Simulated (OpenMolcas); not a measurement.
**SiH2Br2 (dibromosilane) at MN15/cc-pVTZ**

Aim: the vertical electron affinity of SiH2Br2 (dibromosilane) at MN15/cc-pVTZ, from 2 runs. 

The calculation is run with OpenMolcas 26.06.

## Step 1: The system as given

The species is SiH2Br2 (5 atoms), meant as a singlet with charge 0. SMILES: `Br[SiH2]Br`. The coordinates come from a GFN2-xTB relaxation.

Bond lengths: Br1–Si2 2.208 Å, Si2–Br3 2.211 Å, Si2–H4 1.446 Å, Si2–H5 1.446 Å. Angles: Br1–Si2–Br3 108.0°, Br1–Si2–H4 108.0°, Br1–Si2–H5 108.0°, Br3–Si2–H4 107.8°, Br3–Si2–H5 107.8°, H4–Si2–H5 116.9°.

## Step 2: Energy and forces at MN15/cc-pVTZ

Input file job.inp:

```
&GATEWAY
 BasLib = $CurrDir
 Coord
 5
 bohr
 Br    -3.14406963    -2.29499679     0.66208445
 Si     0.37235164    -0.11136156     0.12989977
 Br    -0.58254587     3.38404595    -1.94942257
 H      2.05333861    -1.58718097    -1.43995241
 H      1.30092526     0.60949337     2.59739076
 Basis = cc-pVTZ
 Group = NoSym

&SEWARD

&SCF
 KSDFT = 2
 1.0 HYB_MGGA_X_MN15
 1.0 MGGA_C_MN15
 PrOrbitals = 0

&ALASKA
```

The basis set cc-pVTZ is read from a file made from the Basis Set Exchange's data (not shown).

Started as:

```console
$ export MOLCAS_MEM=1860
$ pymolcas job.inp > job.log
```

The log of the run:

```text
--- Start Module: gateway ---
[...]
--- Stop Module: gateway /rc=_RC_ALL_IS_WELL_ ---
[...]
      Basis functions          148
[...]
--- Start Module: scf ---
[...]
       Convergence after  11 Iterations
[...]
::    Total KS-DFT energy                           -5439.7345304288
[...]
      Total spin, S                                     0.0000000000
[...]
      Total electronic charge=   86.000000
      Total            charge=   -0.000000
[...]
      Dipole Moment (debye):
      Origin of the operator (angstrom)=   -0.7897    0.2306   -0.2727
                   X=  1.2242E+00               Y= -3.7439E-01               Z=  4.3164E-01           Total=  1.3510E+00
      Quadrupole Moment (debye*angstrom):
[...]
--- Stop Module: scf /rc=_RC_ALL_IS_WELL_ ---
[...]
--- Start Module: alaska ---
[...]
 *              Molecular gradients               *
 **************************************************
  Irreducible representation: a
 ------------------------------------------------------------------------------------------
                              X                       Y                       Z
 ------------------------------------------------------------------------------------------
  BR1              -2.94862207346824E-03   -1.78884576058636E-05   -5.43499724145136E-04
  SI2               1.40557235285463E-02   -4.70006598761863E-03    5.09222109264229E-03
  BR3              -2.30349545489839E-03    1.97422154658966E-03   -1.49864701883118E-03
  H4               -4.70226695911879E-03    2.18595612108796E-03   -3.65871097347537E-05
  H5               -4.10133904095522E-03    5.57776778268515E-04   -3.01348723994099E-03
 ------------------------------------------------------------------------------------------
--- Stop Module: alaska /rc=_RC_ALL_IS_WELL_ ---
[...]
```

It took 74 s on 1 thread of Arm Neoverse V1, shared host; peak memory 0.94 GiB.

## Step 3: The doublet anion

Input file job.inp:

```
* Br2H2Si Kohn-Sham DFT
&GATEWAY
BasLib=$CurrDir
Coord
5
bohr
Br    -3.14406963    -2.29499679     0.66208445
Si     0.37235164    -0.11136156     0.12989977
Br    -0.58254587     3.38404595    -1.94942257
H      2.05333861    -1.58718097    -1.43995241
H      1.30092526     0.60949337     2.59739076
Basis=cc-pVTZ
Group=NoSym
&SEWARD
&SCF
UHF
Charge=-1
Spin=2
KSDFT=2
1.0 HYB_MGGA_X_MN15
1.0 MGGA_C_MN15
PrOrbitals=0
&ALASKA
```

The basis set cc-pVTZ is read from a file made from the Basis Set Exchange's data (not shown).

Started as:

```console
$ export MOLCAS_MEM=1860
$ pymolcas job.inp > job.log
```

The log of the run:

```text
--- Start Module: gateway ---
[...]
--- Stop Module: gateway /rc=_RC_ALL_IS_WELL_ ---
[...]
      Basis functions          148
[...]
--- Start Module: scf ---
[...]
       Convergence after  30 Iterations
[...]
::    Total KS-DFT energy                           -5439.6887868370
[...]
      Total spin, S                                     0.5015603740
[...]
      Total electronic charge=   87.000000
      Total            charge=   -1.000000
[...]
      Dipole Moment (debye):
      Origin of the operator (angstrom)=   -0.7897    0.2306   -0.2727
                   X= -1.2774E+00               Y=  8.3501E-02               Z= -2.8392E-01           Total=  1.3113E+00
      Center of Charge (angstrom)
[...]
--- Stop Module: scf /rc=_RC_ALL_IS_WELL_ ---
[...]
--- Start Module: alaska ---
[...]
 *              Molecular gradients               *
 **************************************************
  Irreducible representation: a
 ------------------------------------------------------------------------------------------
                              X                       Y                       Z
 ------------------------------------------------------------------------------------------
  BR1              -1.65269722717696E-02    5.48084727274301E-03   -6.06750092385866E-03
  SI2              -1.52871363898726E-02    2.01140373266533E-02   -1.38397366110343E-02
  BR3              -1.20868477899754E-02   -1.33269182329698E-02    4.99874844273052E-03
  H4                2.94704253998006E-02   -2.81278079634246E-02   -3.29692095223080E-02
  H5                1.44305310518540E-02    1.58598415967157E-02    4.78776986144815E-02
 ------------------------------------------------------------------------------------------
--- Stop Module: alaska /rc=_RC_ALL_IS_WELL_ ---
[...]
```

It took 2.7 min on 1 thread of Arm Neoverse V1, shared host; peak memory 0.95 GiB.

## Step 4: Outcome

At MN15/cc-pVTZ:

```
                                         quantity           value
                    singlet SiH2Br2: total energy  -5439.73453 Eh
                   singlet SiH2Br2: dipole moment          1.35 D
                     singlet SiH2Br2: HOMO energy        -9.24 eV
                     singlet SiH2Br2: LUMO energy         0.05 eV
                   singlet SiH2Br2: HOMO–LUMO gap         9.29 eV
        singlet SiH2Br2: largest force on an atom      0.806 eV/Å
                      doublet anion: total energy  -5439.68879 Eh
doublet anion: HOMO energy (highest over α and β)         2.52 eV
 doublet anion: LUMO energy (lowest over α and β)         5.03 eV
                              doublet anion: ⟨S²⟩           0.753
vertical electron affinity (to the doublet anion)       -1.245 eV
```

This program's gradients are faulty for this kind of reference, so any forces in the log (doublet anion) can't be trusted; the energy can. The anion lies 1.24 eV (29 kcal/mol) above the neutral: the electron isn't bound at this level, and such a value depends on the basis. Without diffuse functions anions come out too high. The largest force (singlet SiH2Br2) is 0.81 eV/Å: the shape isn't a stationary point for this species at this level. The HOMO (doublet anion) lies at positive energy, 2.52 eV; only total energies tell whether the electron is bound.
